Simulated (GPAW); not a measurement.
The system is Ti3Se.

```xyz
4
Lattice="3.1974 0.0000 0.0000 -1.5987 2.7691 0.0000 0.0000 0.0000 7.9427" Properties=species:S:1:pos:R:3 pbc="T T T"
Se    0.0000    0.0000    0.0000
Ti    1.5987    0.9230    3.9714
Ti    0.0000    1.8460    6.1390
Ti    0.0000    1.8460    1.8038
```

The cell comes from a database or a generator and needn't be the stable form of this composition.

Base run:

- Program: GPAW 26.7.0
- Functional: PBEsol
- Potentials or basis: PAW data sets generated in the run's folder for this functional
- Cutoff: 600 eV
- Basis: pw
- k mesh: 7 × 7 × 3
- Occupations: fermi-dirac, width 0.05 eV
- Spin: no spin polarisation
- Hubbard terms: Ti d U = 8 eV

Its results: pressure 5.0 GPa; largest force 0.311 eV/Å.

Question: The run is repeated on the same cell with these changes: hubbard terms from Ti d U = 8 eV to Ti d U = 2 eV. What comes out?

Answer: Pressure -2.5 GPa; largest force 0.152 eV/Å.

Caveats: U without spin polarisation on a metal has little footing.
